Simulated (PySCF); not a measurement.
**MoO2: triplet, from a side-on start**

The task is one start of a wider search on MoO2: the triplet, from a side-on start. It is relaxed, tested by its Hessian and followed downhill if it is a saddle.

Computed with PySCF 2.14.0. Level: BP86, basis Mo def2-TZVP with ECP28, O def2-TZVP, scalar-relativistic core potentials, no spin–orbit coupling, density fitting.

## 1. Starting geometry

3 atoms, charge 0, spin multiplicity 3.

Bond lengths: Mo1–O2 2.050 Å, Mo1–O3 2.050 Å, O2–O3 1.400 Å. Angles: O2–Mo1–O3 39.9°, Mo1–O2–O3 70.0°, Mo1–O3–O2 70.0°.

Z-matrix (Å, degrees; charge 0 multiplicity 3):
```
Mo
O  1 2.0502
O  1 2.0502 2 39.93
```

## 2. Relaxation: side-on start, triplet

One driver script runs all steps and calls PySCF; scf.py shows how it sets up the SCF of each step. The optimiser is the driver's own. Before each start the driver seeks the lowest SCF state from one or more starting densities and follows internal instabilities, so scf.py alone need not reach the same state.

The program finds C2v symmetry in the start, which this walk keeps.

The input, scf.py:

```python
from pyscf import gto, scf, dft
mol = gto.M(atom='''
Mo     0.000000     0.000000    -0.474570
O      0.700000    -0.000000     1.452428
O     -0.700000     0.000000     1.452428''',
    basis={'Mo': 'def2-TZVP', 'O': 'def2-TZVP'},
    ecp={'Mo': 'def2-TZVP'},
    charge=0, spin=2)
mf = dft.UKS(mol, xc='B88,P86')
mf.grids.atom_grid = (50, 194)
aux = {'Mo': 'def2-universal-JKFIT', 'O': 'def2-universal-JKFIT'}
mf = mf.density_fit(auxbasis=aux)
mf.kernel()
```

Further steps of the session: Frequencies.

Q: Predict the outcome of this session. Wanted: minimum; geometry; wavenumbers; dipole moment; highest occupied, lowest empty level; polar-tensor charge of Mo1; zero-point energy; atomisation energy; ⟨S²⟩.

The runs gave:

| quantity | value |
| --- | --- |
| minimum | broken-symmetry (Ms = 1), C2v |
| geometry | Mo–O 1.910 Å (×2), O–O 1.437 Å; Mo–O–O 67.9° (×2), O–Mo–O 44.2° |
| wavenumbers (cm⁻¹) | 464, 592, 920 |
| dipole moment | 3.87 D |
| highest occupied, lowest empty level (either spin) | -4.36, -3.92 eV |
| polar-tensor charge of Mo1 | +0.85 e |
| zero-point energy | 11.8 kJ/mol |
| entropy at 298.15 K | 275.5 J/(mol K) |
| atomisation energy (no zero-point energy) | 787 kJ/mol |
| ⟨S²⟩ | 2.823 |

The side-on start keeps its C2v symmetry and ends in a minimum. The determinant is spin-contaminated (⟨S²⟩ = 2.82 against 2.00), so it is no pure spin state. In the infrared the band at 920 cm⁻¹ leads. Other starts or spin states, not run here, may lie lower. The SCF density has lower symmetry than the nuclear frame. Open d and f shells are described by one determinant, and the ground state may have another occupation or spin.
